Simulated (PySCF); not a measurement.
# A gas-phase reaction: GeH4O + F2 → FGeH3O + FH

Aim: the reaction energy of `[OH][GeH3]` + `FF` → `[OH][GeH2][F]` + `F`.

Computed with PySCF 2.14.0; each step states its level. No surroundings beyond the atoms listed, unless a continuum is named. Atoms count from 0, parts from 1.

## Step 1: The system as given

Each species was relaxed by itself at PBE0-D3(BJ)/def2-SVPD.

## Step 2: Energies of the species: wB97M-D3(BJ)/def2-TZVPD

Job settings and geometry (Å):

```
{"job": {"kind": "react", "xc": "wB97M-D3(BJ)", "basis": "def2-TZVPD"}, "charge": 0, "multiplicity": 1}
-1 GeH4O charge 0 multiplicity 1
O      1.312370    -0.188450    -0.493250
Ge    -0.396750    -0.034680     0.032050
H      1.919780     0.390260    -0.024850
H     -0.886160     1.404990    -0.213360
H     -0.512540    -0.384420     1.527650
H     -1.144670    -1.043060    -0.843660

-1 F2 charge 0 multiplicity 1
F      0.687810    -0.031830     0.024850
F     -0.687820     0.031830    -0.024840

+1 FGeH3O charge 0 multiplicity 1
O     -1.353170    -0.415810     0.086870
Ge     0.361610    -0.092440    -0.207110
F      0.542210     1.642840    -0.407130
H     -1.703600    -0.049950     0.904280
H      0.690570    -0.749860    -1.543500
H      1.232100    -0.438330     1.006320

+1 FH charge 0 multiplicity 1
F      0.457520    -0.013490     0.046660
H     -0.457520     0.013490    -0.046660
```

Method: wB97M-D3(BJ)/def2-TZVPD reaction energy of separated species, gas phase.

Run with:

```bash
$ OMP_NUM_THREADS=1 python cluster_run.py task.json out
```

This one command runs all jobs of the session in turn.

The program printed:

```text
species 1 (GeH4O)
coarse grid: 22488 points
cycle   1  E = -2154.5901894798  dE = -6.618e-01  |g| = 8.995e-01  |ddm| = 1.847e+00
cycle   2  E = -2154.5369755438  dE =  5.321e-02  |g| = 1.105e+00  |ddm| = 1.025e+00
cycle   3  E = -2154.7043232873  dE = -1.673e-01  |g| = 6.729e-02  |ddm| = 5.246e-01
cycle   4  E = -2154.7048957060  dE = -5.724e-04  |g| = 3.557e-02  |ddm| = 5.468e-02
cycle   5  E = -2154.7050471516  dE = -1.514e-04  |g| = 3.596e-03  |ddm| = 2.039e-02
cycle   6  E = -2154.7050513505  dE = -4.199e-06  |g| = 5.662e-04  |ddm| = 5.922e-03
final grid: 45736 points
cycle   7  E = -2154.7049636288  dE = -1.782e-07  |g| = 3.551e-04  |ddm| = 1.873e-03
cycle   8  E = -2154.7049636376  dE = -8.852e-09  |g| = 3.807e-04  |ddm| = 5.368e-04
cycle   9  E = -2154.7049636603  dE = -2.265e-08  |g| = 4.131e-05  |ddm| = 1.690e-04
cycle  10  E = -2154.7049636610  dE = -7.749e-10  |g| = 2.338e-05  |ddm| = 7.815e-05
converged SCF energy = -2154.7049636610

species 2 (F2)
coarse grid: 10600 points
cycle   1  E = -199.6113044552  dE =  1.196e-02  |g| = 3.458e-01  |ddm| = 1.052e+00
cycle   2  E = -199.6264111183  dE = -1.511e-02  |g| = 1.647e-01  |ddm| = 1.842e-01
cycle   3  E = -199.6293692573  dE = -2.958e-03  |g| = 2.217e-02  |ddm| = 5.435e-02
cycle   4  E = -199.6294308388  dE = -6.158e-05  |g| = 8.600e-03  |ddm| = 1.161e-02
cycle   5  E = -199.6294416888  dE = -1.085e-05  |g| = 7.501e-04  |ddm| = 4.105e-03
cycle   6  E = -199.6294418271  dE = -1.383e-07  |g| = 3.049e-05  |ddm| = 6.348e-04
final grid: 23208 points
cycle   7  E = -199.6294272140  dE = -2.272e-09  |g| = 2.085e-05  |ddm| = 1.231e-04
cycle   8  E = -199.6294272141  dE = -7.728e-11  |g| = 1.082e-05  |ddm| = 1.714e-05
converged SCF energy = -199.6294272141

species 3 (FGeH3O)
coarse grid: 25312 points
cycle   1  E = -2253.8960929732  dE = -5.361e-01  |g| = 1.059e+00  |ddm| = 1.820e+00
cycle   2  E = -2253.8321819940  dE =  6.391e-02  |g| = 1.326e+00  |ddm| = 1.194e+00
cycle   3  E = -2254.0616069943  dE = -2.294e-01  |g| = 5.142e-02  |ddm| = 6.074e-01
cycle   4  E = -2254.0619523478  dE = -3.454e-04  |g| = 3.172e-02  |ddm| = 4.943e-02
cycle   5  E = -2254.0620705439  dE = -1.182e-04  |g| = 5.293e-03  |ddm| = 1.896e-02
cycle   6  E = -2254.0620772420  dE = -6.698e-06  |g| = 8.164e-04  |ddm| = 6.803e-03
final grid: 51968 points
cycle   7  E = -2254.0619765372  dE = -4.176e-07  |g| = 5.340e-04  |ddm| = 1.974e-03
cycle   8  E = -2254.0619765718  dE = -3.462e-08  |g| = 5.529e-04  |ddm| = 6.249e-04
cycle   9  E = -2254.0619766174  dE = -4.563e-08  |g| = 7.805e-05  |ddm| = 2.815e-04
cycle  10  E = -2254.0619766213  dE = -3.864e-09  |g| = 3.247e-05  |ddm| = 1.363e-04
cycle  11  E = -2254.0619766217  dE = -3.847e-10  |g| = 1.134e-05  |ddm| = 4.499e-05
converged SCF energy = -2254.0619766217

species 4 (FH)
coarse grid: 7776 points
cycle   1  E = -100.4688247024  dE = -9.407e-02  |g| = 4.644e-01  |ddm| = 6.197e-01
cycle   2  E = -100.4725058966  dE = -3.681e-03  |g| = 5.038e-01  |ddm| = 3.808e-01
cycle   3  E = -100.5053197613  dE = -3.281e-02  |g| = 2.574e-02  |ddm| = 1.678e-01
cycle   4  E = -100.5053957386  dE = -7.598e-05  |g| = 5.006e-03  |ddm| = 1.077e-02
cycle   5  E = -100.5054003796  dE = -4.641e-06  |g| = 4.334e-04  |ddm| = 3.766e-03
final grid: 16976 points
cycle   6  E = -100.5053931820  dE = -6.419e-08  |g| = 1.035e-04  |ddm| = 8.207e-04
cycle   7  E = -100.5053931855  dE = -3.459e-09  |g| = 7.640e-05  |ddm| = 2.163e-04
cycle   8  E = -100.5053931863  dE = -7.672e-10  |g| = 2.133e-05  |ddm| = 3.706e-05
converged SCF energy = -100.5053931863

Reaction energy = -146.202 kcal/mol
```

Wall time 11 s (1 thread of Intel Xeon Platinum 8488C, shared host); peak memory 0.59 GiB.

Species by species (with the dispersion term, which the log's SCF energies lack):

```tsv
ν	species	energy (Eh)	HOMO (eV)
-1	[OH][GeH3]	-2154.70856	-10.90
-1	FF	-199.62975	-14.36
+1	[OH][GeH2][F]	-2254.06566	-11.79
+1	F	-100.50563	-14.54
```

## Step 3: Energies of the species: PBE0-D3(BJ)/def2-TZVPD

The job, as its differences from that of step 2:

```diff
@@ -1,2 +1,2 @@
-{"job": {"kind": "react", "xc": "wB97M-D3(BJ)", "basis": "def2-TZVPD"}, "charge": 0, "multiplicity": 1}
+{"job": {"kind": "react", "xc": "PBE0", "basis": "def2-TZVPD", "disp": "d3bj"}, "charge": 0, "multiplicity": 1}
 -1 GeH4O charge 0 multiplicity 1
```

With the program's defaults for keys left out, this is: PBE0-D3(BJ)/def2-TZVPD reaction energy of separated species, gas phase.

The program printed:

```text
species 1 (GeH4O)
coarse grid: 22488 points
cycle   1  E = -2154.1995231814  dE = -5.692e-01  |g| = 9.744e-01  |ddm| = 1.831e+00
cycle   2  E = -2153.8645594350  dE =  3.350e-01  |g| = 1.657e+00  |ddm| = 1.304e+00
cycle   3  E = -2154.3210207869  dE = -4.565e-01  |g| = 2.081e-01  |ddm| = 8.753e-01
cycle   4  E = -2154.3275628681  dE = -6.542e-03  |g| = 4.912e-02  |ddm| = 1.349e-01
cycle   5  E = -2154.3277706987  dE = -2.078e-04  |g| = 6.960e-03  |ddm| = 2.818e-02
cycle   6  E = -2154.3277815360  dE = -1.084e-05  |g| = 1.358e-03  |ddm| = 5.740e-03
cycle   7  E = -2154.3277819206  dE = -3.846e-07  |g| = 1.786e-04  |ddm| = 1.085e-03
final grid: 45736 points
cycle   8  E = -2154.3277679202  dE = -2.108e-08  |g| = 1.991e-04  |ddm| = 1.559e-03
cycle   9  E = -2154.3277679133  dE =  6.891e-09  |g| = 2.980e-04  |ddm| = 2.961e-04
cycle  10  E = -2154.3277679277  dE = -1.438e-08  |g| = 3.846e-05  |ddm| = 1.569e-04
cycle  11  E = -2154.3277679279  dE = -2.469e-10  |g| = 1.037e-05  |ddm| = 2.723e-05
converged SCF energy = -2154.3277679279

species 2 (F2)
coarse grid: 2176 points
cycle   1  E = -199.3949327854  dE =  9.182e-02  |g| = 2.763e-01  |ddm| = 1.052e+00
cycle   2  E = -199.4014610124  dE = -6.528e-03  |g| = 1.374e-01  |ddm| = 1.363e-01
cycle   3  E = -199.4037756665  dE = -2.315e-03  |g| = 2.290e-02  |ddm| = 5.059e-02
cycle   4  E = -199.4038386663  dE = -6.300e-05  |g| = 8.080e-03  |ddm| = 1.132e-02
cycle   5  E = -199.4038468714  dE = -8.205e-06  |g| = 1.817e-04  |ddm| = 3.279e-03
final grid: 23208 points
cycle   6  E = -199.4096318116  dE = -7.866e-06  |g| = 1.277e-03  |ddm| = 8.107e-03
cycle   7  E = -199.4096318641  dE = -5.250e-08  |g| = 1.048e-03  |ddm| = 8.962e-04
cycle   8  E = -199.4096320046  dE = -1.405e-07  |g| = 7.240e-05  |ddm| = 4.318e-04
cycle   9  E = -199.4096320053  dE = -6.739e-10  |g| = 1.912e-05  |ddm| = 3.087e-05
converged SCF energy = -199.4096320053

species 3 (FGeH3O)
coarse grid: 25312 points
cycle   1  E = -2253.3936889505  dE = -4.232e-01  |g| = 1.134e+00  |ddm| = 1.838e+00
cycle   2  E = -2252.9950412753  dE =  3.986e-01  |g| = 1.932e+00  |ddm| = 1.574e+00
cycle   3  E = -2253.5704141867  dE = -5.754e-01  |g| = 1.552e-01  |ddm| = 1.046e+00
cycle   4  E = -2253.5734760242  dE = -3.062e-03  |g| = 5.902e-02  |ddm| = 1.135e-01
cycle   5  E = -2253.5738176003  dE = -3.416e-04  |g| = 1.709e-02  |ddm| = 3.223e-02
cycle   6  E = -2253.5738574014  dE = -3.980e-05  |g| = 5.743e-03  |ddm| = 1.033e-02
cycle   7  E = -2253.5738631850  dE = -5.784e-06  |g| = 5.852e-04  |ddm| = 3.274e-03
final grid: 51968 points
cycle   8  E = -2253.5738537297  dE = -4.763e-08  |g| = 6.192e-04  |ddm| = 1.255e-03
cycle   9  E = -2253.5738536723  dE =  5.735e-08  |g| = 8.689e-04  |ddm| = 7.492e-04
cycle  10  E = -2253.5738537853  dE = -1.130e-07  |g| = 1.088e-04  |ddm| = 4.437e-04
cycle  11  E = -2253.5738537871  dE = -1.750e-09  |g| = 2.076e-05  |ddm| = 6.625e-05
cycle  12  E = -2253.5738537871  dE = -3.956e-11  |g| = 3.823e-06  |ddm| = 1.165e-05
converged SCF energy = -2253.5738537871

species 4 (FH)
coarse grid: 1712 points
cycle   1  E = -100.3540258718  dE = -3.605e-02  |g| = 4.957e-01  |ddm| = 6.253e-01
cycle   2  E = -100.3145112020  dE =  3.951e-02  |g| = 7.429e-01  |ddm| = 5.125e-01
cycle   3  E = -100.3937450581  dE = -7.923e-02  |g| = 2.284e-02  |ddm| = 2.892e-01
cycle   4  E = -100.3938206287  dE = -7.557e-05  |g| = 4.204e-03  |ddm| = 9.787e-03
cycle   5  E = -100.3938226120  dE = -1.983e-06  |g| = 3.553e-04  |ddm| = 1.247e-03
final grid: 16976 points
cycle   6  E = -100.3948393931  dE = -1.848e-05  |g| = 3.958e-03  |ddm| = 7.403e-03
cycle   7  E = -100.3948375104  dE =  1.883e-06  |g| = 5.440e-03  |ddm| = 3.320e-03
cycle   8  E = -100.3948415123  dE = -4.002e-06  |g| = 1.005e-04  |ddm| = 1.992e-03
cycle   9  E = -100.3948415136  dE = -1.309e-09  |g| = 1.790e-05  |ddm| = 3.965e-05
cycle  10  E = -100.3948415136  dE = -4.933e-11  |g| = 3.039e-06  |ddm| = 1.029e-05
converged SCF energy = -100.3948415136

Reaction energy = -145.190 kcal/mol
```

Run time: 6.7 s. Hardware: 1 thread of Intel Xeon Platinum 8488C, shared host; peak memory 0.56 GiB.

Reaction energy at this level: -145.2 kcal/mol.

## Step 4: Energies of the species: MP2/def2-TZVPD

The job, as its differences from that of step 3:

```diff
@@ -1,2 +1,2 @@
-{"job": {"kind": "react", "xc": "PBE0", "basis": "def2-TZVPD", "disp": "d3bj"}, "charge": 0, "multiplicity": 1}
+{"job": {"kind": "react", "xc": "MP2", "basis": "def2-TZVPD"}, "charge": 0, "multiplicity": 1}
 -1 GeH4O charge 0 multiplicity 1
```

Method: MP2/def2-TZVPD reaction energy of separated species, gas phase.

The program printed:

```text
species 1 (GeH4O)
final grid: 45736 points
cycle   1  E = -2152.5333599055  dE = -7.952e-01  |g| = 6.170e-01  |ddm| = 1.824e+00
cycle   2  E = -2152.5765404223  dE = -4.318e-02  |g| = 4.549e-01  |ddm| = 5.614e-01
cycle   3  E = -2152.6048233213  dE = -2.828e-02  |g| = 3.627e-02  |ddm| = 2.290e-01
cycle   4  E = -2152.6053388347  dE = -5.155e-04  |g| = 8.670e-03  |ddm| = 4.863e-02
cycle   5  E = -2152.6053619258  dE = -2.309e-05  |g| = 3.514e-03  |ddm| = 1.171e-02
cycle   6  E = -2152.6053639335  dE = -2.008e-06  |g| = 6.878e-04  |ddm| = 3.390e-03
cycle   7  E = -2152.6053641255  dE = -1.920e-07  |g| = 1.564e-04  |ddm| = 1.481e-03
cycle   8  E = -2152.6053641425  dE = -1.697e-08  |g| = 3.694e-05  |ddm| = 3.112e-04
cycle   9  E = -2152.6053641434  dE = -8.686e-10  |g| = 6.829e-06  |ddm| = 6.982e-05
converged SCF energy = -2152.6053641434

species 2 (F2)
final grid: 23208 points
cycle   1  E = -198.7437224062  dE = -9.860e-02  |g| = 3.997e-01  |ddm| = 1.051e+00
cycle   2  E = -198.7662959169  dE = -2.257e-02  |g| = 1.393e-01  |ddm| = 1.852e-01
cycle   3  E = -198.7684704901  dE = -2.175e-03  |g| = 2.171e-02  |ddm| = 5.087e-02
cycle   4  E = -198.7685857179  dE = -1.152e-04  |g| = 5.686e-03  |ddm| = 1.383e-02
cycle   5  E = -198.7685932592  dE = -7.541e-06  |g| = 9.806e-04  |ddm| = 3.640e-03
cycle   6  E = -198.7685935382  dE = -2.790e-07  |g| = 1.391e-04  |ddm| = 7.865e-04
cycle   7  E = -198.7685935427  dE = -4.444e-09  |g| = 1.112e-05  |ddm| = 1.118e-04
cycle   8  E = -198.7685935427  dE = -3.513e-11  |g| = 1.257e-06  |ddm| = 1.187e-05
converged SCF energy = -198.7685935427

species 3 (FGeH3O)
final grid: 51968 points
cycle   1  E = -2251.4505511165  dE = -7.186e-01  |g| = 7.780e-01  |ddm| = 1.794e+00
cycle   2  E = -2251.5173250953  dE = -6.677e-02  |g| = 5.734e-01  |ddm| = 6.771e-01
cycle   3  E = -2251.5591989496  dE = -4.187e-02  |g| = 3.905e-02  |ddm| = 2.681e-01
cycle   4  E = -2251.5598199398  dE = -6.210e-04  |g| = 1.000e-02  |ddm| = 5.298e-02
cycle   5  E = -2251.5598588405  dE = -3.890e-05  |g| = 2.604e-03  |ddm| = 1.543e-02
cycle   6  E = -2251.5598612281  dE = -2.388e-06  |g| = 1.198e-03  |ddm| = 3.499e-03
cycle   7  E = -2251.5598617288  dE = -5.008e-07  |g| = 3.749e-04  |ddm| = 1.340e-03
cycle   8  E = -2251.5598618080  dE = -7.913e-08  |g| = 8.864e-05  |ddm| = 5.942e-04
cycle   9  E = -2251.5598618110  dE = -3.075e-09  |g| = 3.479e-05  |ddm| = 1.304e-04
cycle  10  E = -2251.5598618113  dE = -2.992e-10  |g| = 7.058e-06  |ddm| = 3.773e-05
converged SCF energy = -2251.5598618113

species 4 (FH)
final grid: 16976 points
cycle   1  E = -100.0371206566  dE = -1.649e-01  |g| = 4.007e-01  |ddm| = 6.032e-01
cycle   2  E = -100.0578881780  dE = -2.077e-02  |g| = 2.336e-01  |ddm| = 2.533e-01
cycle   3  E = -100.0646344126  dE = -6.746e-03  |g| = 2.356e-02  |ddm| = 8.091e-02
cycle   4  E = -100.0647518372  dE = -1.174e-04  |g| = 6.199e-03  |ddm| = 1.253e-02
cycle   5  E = -100.0647675480  dE = -1.571e-05  |g| = 1.459e-03  |ddm| = 5.121e-03
cycle   6  E = -100.0647688209  dE = -1.273e-06  |g| = 2.290e-04  |ddm| = 1.848e-03
cycle   7  E = -100.0647688553  dE = -3.438e-08  |g| = 1.958e-05  |ddm| = 4.211e-04
cycle   8  E = -100.0647688554  dE = -1.851e-10  |g| = 2.360e-06  |ddm| = 2.495e-05
converged SCF energy = -100.0647688554

Reaction energy = -156.339 kcal/mol
```

Wall time 2.8 s (1 thread of Intel Xeon Platinum 8488C, shared host); peak memory 0.4 GiB.

Reaction energy at this level: -156.3 kcal/mol.

## Step 5: Comparing the runs

Energies in kcal/mol, with wall time:

```tsv
run	reaction	time
wB97M-D3(BJ)/def2-TZVPD	-146.2	11 s
PBE0-D3(BJ)/def2-TZVPD	-145.2	6.7 s
MP2/def2-TZVPD	-156.3	2.8 s
```

## Step 6: Results

| quantity | value |
| --- | --- |
| reaction energy (wB97M-D3(BJ)/def2-TZVPD) | -146.2 kcal/mol |
| ΔH, ΔG at 298 K (xTB thermal terms) | -145.0, -145.0 kcal/mol |
| range of the reaction energy over the runs of this table | -156.3 to -145.2 kcal/mol |

What this shows: The reaction is exothermic by 145.0 kcal/mol in the gas phase; dispersion gives -0.01, and xTB itself gave -114.0 for the electronic energy (xTB energies and thermal terms come from the earlier relaxation of each species, not shown). No barrier was sought. xTB and this level differ widely in the electronic energy, so what comes from xTB (the thermal terms above all) is less safe here. The reaction energy runs from -156.3 (MP2/def2-TZVPD) to -145.2 kcal/mol (PBE0-D3(BJ)/def2-TZVPD).
